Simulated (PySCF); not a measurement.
# C10H18O2: NMR shifts at several levels of theory, part 1 of 2

Aim: compute the NMR shifts of C10H18O2 (`C=C(C)[C@@H]1CC[C@](C)(O)[C@H](O)C1`) at several levels, and see how far they spread and what each costs.

Programs: PySCF 2.14.0, with density-fitted response routines of our own. Each step states its level of theory. These are calculated values for one molecule in the gas phase, unless marked as measured. Atoms count from 0, in the outputs and in this text.

## Step 1: Starting geometry

30 atoms, charge 0, multiplicity 1; geometry from: GFN2-xTB.

Bonds of the start (Å): C0–C1 1.32, C1–C2 1.50, C1–C3 1.51, C3–C4 1.53, C4–C5 1.53, C5–C6 1.54, C6–C7 1.53, C6–O8 1.42, C6–C9 1.55, C9–O10 1.41, C9–C11 1.53, C11–C3 1.53, C0–H12 1.08, C0–H13 1.08, C2–H14 1.09, C2–H15 1.09, C2–H16 1.09, C3–H17 1.10, C4–H18 1.09, C4–H19 1.09, C5–H20 1.09, C5–H21 1.09, C7–H22 1.09, C7–H23 1.09, C7–H24 1.09, O8–H25 0.96, C9–H26 1.09, O10–H27 0.97, C11–H28 1.09, C11–H29 1.09.

## Step 2: Geometry optimisation at PBE0-D3(BJ)/def2-SVP

The job: settings as JSON, then the geometry in Å.

```
{"job": {"xc": "PBE0", "basis": "def2-SVP", "d3": "d3bj", "grid": 1, "kind": "geom"}, "charge": 0, "multiplicity": 1}
C      3.627000     0.876070     0.262580
C      2.344510     1.183310     0.380070
C      1.905550     2.482810     0.984220
C      1.273850     0.230600    -0.094910
C      0.436580     0.820370    -1.234360
C     -0.547130    -0.224230    -1.751500
C     -1.490640    -0.702010    -0.637640
C     -2.433930    -1.785500    -1.168440
O     -2.248340     0.383220    -0.112580
C     -0.669720    -1.244880     0.554740
O     -1.522330    -1.646960     1.597000
C      0.330590    -0.188080     1.035010
H      3.955220    -0.055380    -0.167260
H      4.405840     1.542680     0.593430
H      2.767810     3.083260     1.262980
H      1.304920     2.307350     1.874840
H      1.301800     3.051410     0.279240
H      1.772920    -0.669610    -0.472420
H      1.088430     1.151860    -2.045040
H     -0.124950     1.681200    -0.868320
H     -0.003050    -1.086110    -2.141780
H     -1.142050     0.195750    -2.567970
H     -1.864510    -2.626210    -1.554110
H     -3.073550    -2.139420    -0.363310
H     -3.056580    -1.387470    -1.969010
H     -2.822110     0.715050    -0.810670
H     -0.139520    -2.150040     0.240830
H     -2.093210    -0.891300     1.788470
H      0.896410    -0.596750     1.874060
H     -0.239670     0.673580     1.385910
```

The program printed:

```text
step   0  E = -541.34907967  max force = 0.014362
step   1  E = -541.35173937  max force = 0.004056
step   2  E = -541.35190982  max force = 0.001980
step   3  E = -541.35200843  max force = 0.001483
step   4  E = -541.35203882  max force = 0.001129
step   5  E = -541.35204515  max force = 0.000925
step   6  E = -541.35204177  max force = 0.000462
step   7  E = -541.35203554  max force = 0.000310
step   8  E = -541.35203137  max force = 0.000213
step   9  E = -541.35202876  max force = 0.000216
optimisation converged
```

Run time: 4.5 min. Hardware: 8 threads of Arm Neoverse V2, shared host.

Step by step:

```csv
step,energy from step 0 (eV),largest force component (eV/Å)
0,0.0000,0.7385
1,-0.0724,0.2086
2,-0.0770,0.1018
3,-0.0797,0.0763
4,-0.0805,0.0581
5,-0.0807,0.0476
6,-0.0806,0.0238
7,-0.0804,0.0159
8,-0.0803,0.0110
9,-0.0802,0.0111
```

Close pairs (by a distance rule), those that changed most:

```
  bond  before (Å)  after (Å)  change (Å)
C0–H12       1.077      1.094      +0.017
C0–H13       1.077      1.094      +0.017
 C0–C1       1.324      1.338      +0.014
C7–H22       1.086      1.100      +0.014
C2–H15       1.088      1.102      +0.014
C2–H16       1.088      1.102      +0.014
C7–H24       1.090      1.103      +0.013
C5–H20       1.091      1.104      +0.013
```

The next job starts from the end point, and lists it.

| at the end point | value |
| --- | --- |
| point group (found at 0.08 Å tolerance) | C1 |
| rotational constants (GHz, main isotopes) | 1.738, 0.573, 0.529 |
| dipole moment (D) | 2.61 |

## Step 3: Shielding tensors: PBE0/pcSseg-1

The job: settings as JSON, then the geometry in Å.

```
{"job": {"kind": "nmr", "xc": "PBE0", "basis": "pcSseg-1", "pop": false}, "charge": 0, "multiplicity": 1}
C      3.660022     0.818718     0.318869
C      2.367017     1.148730     0.418726
C      1.933402     2.451791     1.023918
C      1.288712     0.215288    -0.082659
C      0.475214     0.816870    -1.233175
C     -0.541738    -0.184610    -1.756821
C     -1.493784    -0.680201    -0.666767
C     -2.459607    -1.723443    -1.206582
O     -2.222842     0.411983    -0.109446
C     -0.708238    -1.235685     0.535403
O     -1.592754    -1.591423     1.563404
C      0.338436    -0.240526     1.027279
H      3.971045    -0.133474    -0.121046
H      4.450307     1.486330     0.674354
H      2.797364     3.056383     1.332376
H      1.296904     2.290920     1.909245
H      1.337368     3.047214     0.313223
H      1.799614    -0.682996    -0.475683
H      1.149424     1.139005    -2.042459
H     -0.060709     1.711840    -0.877719
H     -0.022002    -1.056321    -2.191270
H     -1.139316     0.255997    -2.574423
H     -1.917881    -2.576027    -1.642370
H     -3.097564    -2.099029    -0.395195
H     -3.095366    -1.292469    -1.998216
H     -2.884581     0.692809    -0.749843
H     -0.204893    -2.163159     0.210565
H     -2.181954    -0.828950     1.654907
H      0.897678    -0.700768     1.856391
H     -0.199140     0.629773     1.439075
```

With the program's defaults for keys left out, this is: GIAO PBE0/pcSseg-1 NMR shielding, non-relativistic, gas phase.

The program printed:

```text
coarse grid: 24192 points
cycle   1  E = -541.3873044528  dE =  1.541e+00  |g| = 9.033e-01  |ddm| = 4.848e+00
cycle   2  E = -541.2873390068  dE =  9.997e-02  |g| = 1.193e+00  |ddm| = 1.831e+00
cycle   3  E = -541.5491166926  dE = -2.618e-01  |g| = 1.208e-01  |ddm| = 1.161e+00
cycle   4  E = -541.5517879950  dE = -2.671e-03  |g| = 4.320e-02  |ddm| = 1.393e-01
cycle   5  E = -541.5522190321  dE = -4.310e-04  |g| = 7.857e-03  |ddm| = 4.804e-02
cycle   6  E = -541.5522293353  dE = -1.030e-05  |g| = 3.425e-03  |ddm| = 1.101e-02
cycle   7  E = -541.5522319991  dE = -2.664e-06  |g| = 6.193e-04  |ddm| = 3.558e-03
final grid: 231192 points
cycle   8  E = -541.6491471487  dE = -9.228e-05  |g| = 1.391e-02  |ddm| = 5.612e-02
cycle   9  E = -541.6491091421  dE =  3.801e-05  |g| = 1.950e-02  |ddm| = 3.030e-02
cycle  10  E = -541.6491901750  dE = -8.103e-05  |g| = 2.114e-03  |ddm| = 1.856e-02
cycle  11  E = -541.6491911485  dE = -9.735e-07  |g| = 4.336e-04  |ddm| = 2.118e-03
cycle  12  E = -541.6491911809  dE = -3.234e-08  |g| = 2.419e-04  |ddm| = 5.448e-04
cycle  13  E = -541.6491911945  dE = -1.368e-08  |g| = 4.146e-05  |ddm| = 2.478e-04
cycle  14  E = -541.6491911949  dE = -3.865e-10  |g| = 5.818e-06  |ddm| = 5.360e-05
converged SCF energy = -541.6491911949

GIAO shielding tensors (ppm)
atom      isotropic    diamagn.    paramagn.     s11        s22        s33       span
  0 C       67.086     250.249    -183.163    -33.535    101.734    133.060    166.595
  1 C       25.083     259.416    -234.333   -102.200     22.090    155.361    257.561
  2 C      165.111     245.020     -79.909    154.376    156.895    184.061     29.686
  3 C      135.360     249.261    -113.901    120.361    129.178    156.542     36.180
  4 C      156.296     247.950     -91.654    144.143    153.786    170.959     26.816
  5 C      143.277     248.042    -104.765    133.196    135.935    160.699     27.503
  6 C      114.606     246.998    -132.392     93.767    106.248    143.802     50.035
  7 C      155.385     244.994     -89.609    130.051    149.080    187.025     56.974
  8 O      266.671     391.450    -124.779    215.829    266.062    318.123    102.294
  9 C      110.412     245.390    -134.978     93.114    105.227    132.894     39.780
 10 O      289.930     391.869    -101.939    253.110    293.469    323.212     70.102
 11 C      146.142     247.619    -101.477    128.443    142.118    167.864     39.420
 12 H       26.170      31.854      -5.684     22.771     24.442     31.297      8.526
 13 H       26.332      28.336      -2.004     23.428     24.487     31.082      7.654
 14 H       29.697      27.379       2.319     25.488     27.981     35.622     10.134
 15 H       29.415      28.979       0.436     24.217     30.186     33.842      9.625
 16 H       29.499      28.898       0.601     24.395     30.261     33.842      9.447
 17 H       29.489      36.264      -6.775     25.832     28.455     34.180      8.347
 18 H       30.263      32.031      -1.768     24.853     29.335     36.602     11.749
 19 H       29.486      32.589      -3.103     25.442     29.595     33.421      7.979
 20 H       30.029      33.150      -3.121     25.651     29.370     35.065      9.414
 21 H       29.896      32.576      -2.680     25.094     29.232     35.364     10.270
 22 H       30.323      29.142       1.181     26.077     27.658     37.235     11.159
 23 H       28.991      28.913       0.078     23.883     28.567     34.524     10.640
 24 H       30.718      29.573       1.145     27.137     28.433     36.584      9.447
 25 H       31.799      34.657      -2.857     23.560     27.664     44.174     20.614
 26 H       28.334      33.359      -5.026     25.471     28.267     31.263      5.793
 27 H       29.721      34.613      -4.892     20.309     29.797     39.056     18.747
 28 H       29.725      32.472      -2.747     24.804     29.546     34.824     10.020
 29 H       29.698      32.910      -3.212     26.205     30.052     32.838      6.633
```

It took 73 s on 8 threads of Arm Neoverse V2, shared host.

Shifts follow as δ = σ(reference) − σ, with reference shieldings (ppm) from runs at the same level and on the same kind of geometry: ¹H TMS 31.27, ¹³C TMS 184.4, ¹⁷O H2O 334.6. The references are single molecules in the gas phase, so shifts against H2O, NH3, PH3, H3PO4 or CFCl3 are not on the usual liquid scales and can be off by tens of ppm. Atoms listed in one row are averaged.

```csv
atoms,environment,σ (ppm),δ (ppm),δ scaled to CDCl3
C1,fully substituted alkene carbon,25.1,159.3,154.2
C0,terminal =CH2 carbon,67.1,117.3,113.4
C9,sp3 CH bonded to O,110.4,74.0,71.3
C6,fully substituted sp3 carbon bonded to O,114.6,69.8,67.3
C3,allylic sp3 CH,135.4,49.0,47.1
C5,sp3 CH2 in a ring,143.3,41.1,39.4
C11,sp3 CH2 in a ring,146.1,38.3,36.7
C7,methyl carbon,155.4,29.0,27.7
C4,sp3 CH2 in a ring,156.3,28.1,26.8
C2,allylic methyl carbon,165.1,19.3,18.2
H12,hydrogen on a terminal =CH2 carbon,26.17,5.10,5.05
H13,hydrogen on a terminal =CH2 carbon,26.33,4.93,4.89
H26,hydrogen on an sp3 CH bonded to O,28.33,2.93,3.00
H19,hydrogen on an sp3 CH2 in a ring,29.49,1.78,1.90
H17,hydrogen on an allylic sp3 CH,29.49,1.78,1.90
"H14, H15, H16",hydrogen on an allylic methyl carbon,29.54,1.73,1.86
H29,hydrogen on an sp3 CH2 in a ring,29.70,1.57,1.70
H27,hydrogen on an alcohol oxygen,29.72,1.55,–
H28,hydrogen on an sp3 CH2 in a ring,29.72,1.54,1.68
H21,hydrogen on an sp3 CH2 in a ring,29.90,1.37,1.52
"H22, H23, H24",hydrogen on a methyl carbon,30.01,1.26,1.41
H20,hydrogen on an sp3 CH2 in a ring,30.03,1.24,1.39
H18,hydrogen on an sp3 CH2 in a ring,30.26,1.00,1.17
H25,hydrogen on an alcohol oxygen,31.80,-0.53,–
O8,alcohol oxygen,266.7,67.9,–
O10,alcohol oxygen,289.9,44.6,–
```

The scaled column applies a straight-line fit of computed shieldings to shifts measured in CDCl3 (root-mean-square error 0.21 ppm for H, 2.0 ppm for C).

Ring of atoms C3, C4, C5, C6, C9, C11: NICS(0) -3.7, NICS(1) -2.9, NICS(1)zz 2.6 ppm (means of both faces). The ring holds saturated atoms, so no π current runs round it: these values come from its σ bonds, any local π bonds and neighbouring rings, and say nothing of aromaticity.

## Step 4: NMR shieldings: PBE/pcSseg-1

Same as in step 3 but for these lines:

```diff
@@ -1,2 +1,2 @@
-{"job": {"kind": "nmr", "xc": "PBE0", "basis": "pcSseg-1", "pop": false}, "charge": 0, "multiplicity": 1}
+{"job": {"kind": "nmr", "xc": "PBE", "basis": "pcSseg-1", "pop": false}, "charge": 0, "multiplicity": 1}
 C      3.660022     0.818718     0.318869
```

With the program's defaults for keys left out, this is: GIAO PBE/pcSseg-1 NMR shielding, non-relativistic, gas phase.

The program printed:

```text
coarse grid: 24192 points
cycle   1  E = -541.1771103381  dE =  1.191e+00  |g| = 1.141e+00  |ddm| = 4.938e+00
cycle   2  E = -540.6550436277  dE =  5.221e-01  |g| = 1.962e+00  |ddm| = 3.293e+00
cycle   3  E = -541.4432345947  dE = -7.882e-01  |g| = 2.446e-01  |ddm| = 2.479e+00
cycle   4  E = -541.4543560185  dE = -1.112e-02  |g| = 8.556e-02  |ddm| = 3.020e-01
cycle   5  E = -541.4557405480  dE = -1.385e-03  |g| = 3.764e-02  |ddm| = 9.726e-02
cycle   6  E = -541.4560257200  dE = -2.852e-04  |g| = 1.737e-02  |ddm| = 4.642e-02
cycle   7  E = -541.4561013888  dE = -7.567e-05  |g| = 3.697e-03  |ddm| = 1.910e-02
cycle   8  E = -541.4561043083  dE = -2.919e-06  |g| = 8.645e-04  |ddm| = 4.348e-03
final grid: 231192 points
cycle   9  E = -541.5877321853  dE = -9.825e-05  |g| = 2.325e-02  |ddm| = 7.906e-02
cycle  10  E = -541.5874560198  dE =  2.762e-04  |g| = 4.280e-02  |ddm| = 6.003e-02
cycle  11  E = -541.5878494289  dE = -3.934e-04  |g| = 5.211e-03  |ddm| = 4.297e-02
cycle  12  E = -541.5878552477  dE = -5.819e-06  |g| = 1.221e-03  |ddm| = 5.648e-03
cycle  13  E = -541.5878555084  dE = -2.607e-07  |g| = 6.883e-04  |ddm| = 1.547e-03
cycle  14  E = -541.5878556318  dE = -1.233e-07  |g| = 7.667e-05  |ddm| = 7.189e-04
cycle  15  E = -541.5878556330  dE = -1.222e-09  |g| = 1.855e-05  |ddm| = 1.068e-04
cycle  16  E = -541.5878556331  dE = -6.412e-11  |g| = 8.315e-06  |ddm| = 2.699e-05
converged SCF energy = -541.5878556331

GIAO shielding tensors (ppm)
atom      isotropic    diamagn.    paramagn.     s11        s22        s33       span
  0 C       65.416     249.218    -183.802    -27.899     97.101    127.047    154.946
  1 C       21.559     258.603    -237.044    -99.138     14.603    149.212    248.350
  2 C      160.287     245.925     -85.638    149.230    151.288    180.341     31.112
  3 C      127.464     250.197    -122.733    111.959    121.238    149.196     37.238
  4 C      149.913     248.439     -98.526    137.610    146.513    165.615     28.004
  5 C      136.558     248.593    -112.035    125.535    128.961    155.178     29.642
  6 C      107.229     248.014    -140.784     85.350     98.794    137.545     52.195
  7 C      150.049     245.459     -95.411    123.572    142.998    183.576     60.004
  8 O      256.318     390.228    -133.910    203.001    258.111    307.844    104.843
  9 C      102.362     246.205    -143.844     83.964     97.475    125.647     41.683
 10 O      278.882     391.235    -112.353    241.546    283.839    311.260     69.713
 11 C      139.415     248.203    -108.788    121.689    134.567    161.990     40.300
 12 H       26.151      32.085      -5.935     22.891     24.645     30.917      8.025
 13 H       26.342      28.048      -1.706     23.599     24.664     30.762      7.163
 14 H       29.687      26.984       2.702     25.808     28.088     35.164      9.356
 15 H       29.293      29.504      -0.211     24.273     30.100     33.505      9.232
 16 H       29.371      29.344       0.028     24.444     30.165     33.505      9.060
 17 H       29.306      36.519      -7.213     26.005     28.158     33.756      7.751
 18 H       30.119      31.897      -1.778     24.986     29.387     35.985     10.999
 19 H       29.305      33.042      -3.737     25.400     29.473     33.043      7.643
 20 H       29.788      33.309      -3.522     25.568     29.289     34.506      8.938
 21 H       29.726      32.419      -2.693     25.107     29.257     34.816      9.709
 22 H       30.181      29.362       0.820     26.134     27.568     36.842     10.708
 23 H       28.868      29.104      -0.236     23.967     28.569     34.068     10.101
 24 H       30.704      29.583       1.121     27.438     28.549     36.125      8.687
 25 H       31.934      34.664      -2.730     24.092     28.084     43.626     19.534
 26 H       28.109      33.592      -5.484     25.402     28.218     30.706      5.304
 27 H       29.747      34.965      -5.218     20.650     30.043     38.550     17.900
 28 H       29.603      32.556      -2.954     25.062     29.538     34.208      9.146
 29 H       29.571      33.474      -3.903     26.317     29.779     32.618      6.301
```

Run time: 50 s. Hardware: 8 threads of Arm Neoverse V2, shared host.

In short: δ C1 158.5, C0 114.6, C9 77.7, C6 72.8, H12 5.05, H13 4.86 ppm.

## Step 5: NMR shieldings: wB97X-D/pcSseg-1

Same as in step 4 but for these lines:

```diff
@@ -1,2 +1,2 @@
-{"job": {"kind": "nmr", "xc": "PBE", "basis": "pcSseg-1", "pop": false}, "charge": 0, "multiplicity": 1}
+{"job": {"kind": "nmr", "xc": "wB97X-D", "basis": "pcSseg-1", "pop": false}, "charge": 0, "multiplicity": 1}
 C      3.660022     0.818718     0.318869
```

Level: GIAO wB97X-D/pcSseg-1 NMR shielding, non-relativistic, gas phase.

The program printed:

```text
coarse grid: 24192 points
cycle   1  E = -541.8532778783  dE =  2.056e+00  |g| = 8.899e-01  |ddm| = 4.804e+00
cycle   2  E = -541.8507815428  dE =  2.496e-03  |g| = 9.684e-01  |ddm| = 1.386e+00
cycle   3  E = -542.0055779430  dE = -1.548e-01  |g| = 7.694e-02  |ddm| = 7.432e-01
cycle   4  E = -542.0067486731  dE = -1.171e-03  |g| = 3.071e-02  |ddm| = 9.023e-02
cycle   5  E = -542.0069846920  dE = -2.360e-04  |g| = 6.136e-03  |ddm| = 3.774e-02
cycle   6  E = -542.0069940109  dE = -9.319e-06  |g| = 1.682e-03  |ddm| = 8.285e-03
final grid: 231192 points
cycle   7  E = -542.1057531807  dE = -4.039e-04  |g| = 5.677e-03  |ddm| = 6.907e-02
cycle   8  E = -542.1057598847  dE = -6.704e-06  |g| = 4.044e-03  |ddm| = 1.367e-02
cycle   9  E = -542.1057630743  dE = -3.190e-06  |g| = 1.064e-03  |ddm| = 3.797e-03
cycle  10  E = -542.1057633330  dE = -2.587e-07  |g| = 4.197e-04  |ddm| = 1.662e-03
cycle  11  E = -542.1057633686  dE = -3.561e-08  |g| = 7.567e-05  |ddm| = 4.222e-04
cycle  12  E = -542.1057633704  dE = -1.818e-09  |g| = 2.694e-05  |ddm| = 1.658e-04
cycle  13  E = -542.1057633707  dE = -2.105e-10  |g| = 6.616e-06  |ddm| = 4.703e-05
converged SCF energy = -542.1057633707

GIAO shielding tensors (ppm)
atom      isotropic    diamagn.    paramagn.     s11        s22        s33       span
  0 C       66.326     250.688    -184.362    -36.896    102.356    133.517    170.413
  1 C       24.354     259.748    -235.394   -105.911     23.041    155.932    261.842
  2 C      165.218     244.782     -79.565    153.978    157.912    183.763     29.785
  3 C      136.497     249.259    -112.762    121.329    130.558    157.604     36.275
  4 C      156.705     248.298     -91.593    144.497    154.519    171.099     26.602
  5 C      143.767     248.474    -104.707    133.882    136.398    161.020     27.137
  6 C      114.454     246.559    -132.106     93.811    105.867    143.683     49.872
  7 C      155.256     244.794     -89.538    130.368    148.885    186.515     56.147
  8 O      269.345     392.487    -123.142    219.112    268.479    320.445    101.333
  9 C      110.737     245.745    -135.008     93.397    105.265    133.549     40.151
 10 O      292.944     392.507     -99.563    256.384    295.162    327.285     70.901
 11 C      146.406     248.189    -101.783    128.227    142.669    168.322     40.095
 12 H       26.296      31.995      -5.699     22.845     24.560     31.482      8.637
 13 H       26.447      28.415      -1.969     23.489     24.619     31.231      7.742
 14 H       29.799      27.398       2.401     25.518     28.104     35.776     10.258
 15 H       29.559      29.187       0.372     24.393     30.352     33.932      9.540
 16 H       29.642      29.094       0.548     24.569     30.427     33.931      9.362
 17 H       29.666      36.566      -6.900     25.952     28.658     34.388      8.436
 18 H       30.409      32.190      -1.781     25.014     29.457     36.756     11.742
 19 H       29.638      33.052      -3.414     25.626     29.732     33.555      7.928
 20 H       30.208      33.447      -3.239     25.837     29.546     35.241      9.405
 21 H       30.051      32.723      -2.672     25.278     29.364     35.511     10.232
 22 H       30.439      29.218       1.221     26.205     27.805     37.307     11.102
 23 H       29.116      28.911       0.204     24.042     28.679     34.626     10.584
 24 H       30.776      29.564       1.212     27.169     28.487     36.671      9.502
 25 H       31.820      34.622      -2.802     23.548     27.687     44.226     20.678
 26 H       28.485      33.625      -5.140     25.610     28.439     31.408      5.798
 27 H       29.772      34.810      -5.038     20.379     29.800     39.137     18.758
 28 H       29.859      32.691      -2.832     24.922     29.695     34.959     10.036
 29 H       29.825      33.451      -3.626     26.319     30.219     32.938      6.619
```

Run time: 93 s. Hardware: 8 threads of Arm Neoverse V2, shared host.

Key values: δ C1 160.2, C0 118.2, C9 73.8, C6 70.1, H12 5.08, H13 4.93 ppm.

(Continued in part 2 of 2.)
